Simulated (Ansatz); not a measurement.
# SiGe3Pt: the cost of one run

Method: DFT PBE, scalar-relativistic, plane waves, PAW, unless a step names another level, in Ansatz 0.2.0.

8 further runs of the same task are left out: 3 that didn't finish, 5 set aside as unsound or not needed.

## Step 1: The formula and the candidates

Pauling electronegativities: Si 1.90, Ge 2.01, Pt 2.28 (spread 0.38). No set of common oxidation states balances it. Tabulated atomic sizes suggest about 17 Å³/atom. 25 candidates were drawn, by swapping species into database cells of other compounds, at random by space group and Wyckoff sites, or by hand, as the table says:

```
name                                    made from  space group no.                Wyckoff sites  atoms (primitive cell)  V (Å³/atom)
 c01                                       random              189      Si 2d; Ge 6j; Pt 1a, 1b                      10         18.2
 c02  built by hand: PtGe2/SiGe (111) intergrowth              156  Si 1a; Ge 1c, 1c, 1a; Pt 1b                       5         19.4
 c03                                       random              187          Si 1f; Ge 3k; Pt 1c                       5         20.7
 c04                      database cell of TiPbO3              221          Si 1b; Ge 3c; Pt 1a                       5         15.4
 c05                                       random               99      Si 1a; Ge 1b, 2c; Pt 1b                       5         18.5
 c06                                       random              123      Si 1b; Ge 2f, 1c; Pt 1a                       5         20.5
 c07                      database cell of TlGeF3                1  Si 1a; Ge 1a, 1a, 1a; Pt 1a                       5         21.9
 c08                                       random              225     Si 8c; Ge 24e; Pt 4b, 4a                      10         20.6
 c09          built by hand: IrGe4-type, Si on 3a              152      Si 3a; Ge 3b, 6c; Pt 3a                      15         17.1
 c10                      database cell of InGaO3              194      Si 2a; Ge 4f, 2b; Pt 2c                      10         14.5
 c11                      database cell of NdBPd3              221          Si 1a; Ge 3c; Pt 1b                       5         16.2
 c12                                       random              191          Si 1a; Ge 3g; Pt 1b                       5         20.8
 c13                                       random               38      Si 2b; Ge 2b, 4e; Pt 2b                       5         20.8
 c14                                       random              183      Si 1a; Ge 1a, 2b; Pt 1a                       5         17.7
 c15                                       random               12      Si 2b; Ge 4g, 2c; Pt 2a                       5         18.7
 c16                                       random               25      Si 1a; Ge 2h, 1d; Pt 1a                       5         19.1
 c17                     database cell of CaAl3Au               42      Si 4a; Ge 8b, 4a; Pt 4a                       5         19.7
 c18                                       random              194          Si 2c; Ge 6g; Pt 2d                      10         18.8
 c19          built by hand: IrGe4-type, Si on 3b              152      Si 3b; Ge 3a, 6c; Pt 3a                      15         17.1
 c20   built by hand: BaNiSn3-type, Pt on Ni site              107      Si 2a; Ge 4b, 2a; Pt 2a                       5         17.1
 c21      built by hand: BaNiSn3-type, Pt in cage              107      Si 2a; Ge 4b, 2a; Pt 2a                       5         17.1
 c22                       database cell of CdCO3              166          Si 3a; Ge 9d; Pt 3b                       5         15.8
 c23                     database cell of CeGe3Rh              107      Si 2a; Ge 4b, 2a; Pt 2a                       5         17.0
 c24                                       random              187      Si 1b; Ge 1f, 2i; Pt 1a                       5         17.8
 c25                     database cell of GaFe3As              187      Si 1b; Ge 2i, 1a; Pt 1c                       5         16.2
```

## Step 2: Screening run of c02

The input, input.yaml:

```yaml
crystal:
  lattice:
    - [4.0, 0.0, 0.0]
    - [-2.0, 3.46410162, 0.0]
    - [0.0, 0.0, 7.0]
  atoms:
    - { symbol: Si, position: [0.0, 0.0, 0.455] }
    - { symbol: Ge, position: [0.66666667, 0.33333333, 0.545] }
    - { symbol: Ge, position: [0.66666667, 0.33333333, 0.88] }
    - { symbol: Ge, position: [0.0, 0.0, 0.12] }
    - { symbol: Pt, position: [0.33333333, 0.66666667, 0.0] }
basis:
  ecutwfc: 420
kpoints:
  mp_grid: { grid: [5, 5, 3] }
hamiltonian:
  xc: pbe
scf:
  occupations: { method: gaussian, width: 0.2 }
  lower_state_search: "off"
output:
  forces: true
  stress: true
  eigenvalues: true
relax:
  adjacent_minimum: "off"
  f_tol: 0.08
  max_steps: 16
  cell: { stress_tol: 0.8 }
```

The run is started by

```
ansatz run input.yaml --threads 1 --pin off --max-ram 2560MiB --backend cpu --events-out ev --progress --plain --runs-dir out
```

Q: Estimate wall time and peak memory on 1 thread of Intel Xeon at 2.50GHz (Skylake/Cascade Lake), shared host.

About 48 s, with a peak of 0.4 GiB.
